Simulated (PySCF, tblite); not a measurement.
# C₇H₁₃BFN: geometry, infrared bands and NMR shifts

Wanted: the infrared bands and NMR shifts of C₇H₁₃BFN (`CC#C[C@@H]([BH2-][NH2+]C)/C=C/F`), by calculation.

The runs use tblite 0.8.0 and PySCF 2.14.0, with density-fitted response routines of our own; the level of theory stands in each step. All values are computed, except where a source is named. Atoms count from 0, in the outputs and in this text.

### 1 The molecule as given

23 atoms, charge 0, multiplicity 1; geometry from: force field or distance geometry start.

Bonds of the start (Å): C0–C1 1.46, C1–C2 1.22, C2–C3 1.47, C3–B4 1.58, B4–N5 1.52, N5–C6 1.47, C3–C7 1.48, C7–C8 1.33, C8–F9 1.36, C0–H10 1.14, C0–H11 1.12, C0–H12 1.12, C3–H13 1.13, B4–H14 1.20, B4–H15 1.19, N5–H16 1.03, N5–H17 1.05, C6–H18 1.11, C6–H19 1.09, C6–H20 1.11, C7–H21 1.09, C8–H22 1.10.

### 2 Optimising the geometry with GFN2-xTB

What the job is given:

```
{"job": {"kind": "relax", "xc": "GFN2-xTB", "basis": "xTB"}, "charge": 0, "multiplicity": 1}
C     -3.713000    -1.472800    -0.857600
C     -2.551000    -0.779400    -0.320300
C     -1.572900    -0.227300     0.160500
C     -0.419700     0.483200     0.734700
B      0.865400    -0.438000     0.656500
N      1.687300    -0.244500    -0.610400
C      2.913400    -1.033900    -0.419600
C     -0.238800     1.822600     0.129700
C      0.288100     2.764900     0.901000
F      0.492900     4.039200     0.465800
H     -4.634800    -1.307600    -0.212200
H     -3.584000    -2.579300    -0.915300
H     -3.985800    -1.025100    -1.843500
H     -0.592700     0.648600     1.841300
H      1.542000    -0.190000     1.620200
H      0.568000    -1.588200     0.748400
H      1.207400    -0.530000    -1.479600
H      2.036100     0.735300    -0.716000
H      3.327300    -0.710800     0.562100
H      3.663200    -0.830800    -1.186000
H      2.649300    -2.109200    -0.298700
H     -0.523800     2.048000    -0.897100
H      0.571200     2.552300     1.945900
```

Started as:

```
$ OMP_NUM_THREADS=1 python probes_run.py task.json out
```

The driver reads the jobs from task.json and runs them one after another.

**Question.** This job is followed by: GFN2-xTB harmonic vibrations, gas phase; GIAO PBE0/pcSseg-1 NMR shielding, non-relativistic, gas phase. What will the session give for the following? strongest single infrared mode (GFN2-xTB); zero-point energy (GFN2-xTB); 13C shifts against TMS (PBE0/pcSseg-1); 1H shifts against TMS (PBE0/pcSseg-1, means over atoms taken as alike); 11B shifts against BF3·OEt2 (PBE0/pcSseg-1); 15N shifts against NH3 (PBE0/pcSseg-1); 19F shifts against CFCl3 (PBE0/pcSseg-1).

**Answer**, as computed:

| quantity | value |
| --- | --- |
| strongest single infrared mode (GFN2-xTB) | 2484 cm⁻¹, 221 km/mol |
| zero-point energy (GFN2-xTB) | 117.0 kcal/mol |
| 13C shifts against TMS (PBE0/pcSseg-1) | 156.5, 124.2, 95.0, 81.2, 33.0, 21.3, 5.0 ppm |
| 1H shifts against TMS (PBE0/pcSseg-1, means over atoms taken as alike) | 6.78, 5.43, 4.49, 2.67, 2.62, 2.39, 2.05, 1.90, 1.90 ppm |
| 11B shifts against BF3·OEt2 (PBE0/pcSseg-1) | -13.4 ppm |
| 15N shifts against NH3 (PBE0/pcSseg-1) | 45.5 ppm |
| 19F shifts against CFCl3 (PBE0/pcSseg-1) | -133.3 ppm |

What this shows: The optimisation took 184 steps and gained 0.772 eV; among the close pairs (by a distance rule), B4–N5 changed most, from 1.522 to 1.629 Å. All 63 modes are real, so the xTB geometry is a minimum. The strongest single mode, at 2484 cm⁻¹, moves mainly H15. GFN2-xTB is a fitted tight-binding method: band positions and strengths are rough. Its intensities can rank the bands wrongly. At PBE0/pcSseg-1: Shielding is most anisotropic at C2 (span 276 ppm, paramagnetic term -174 ppm).
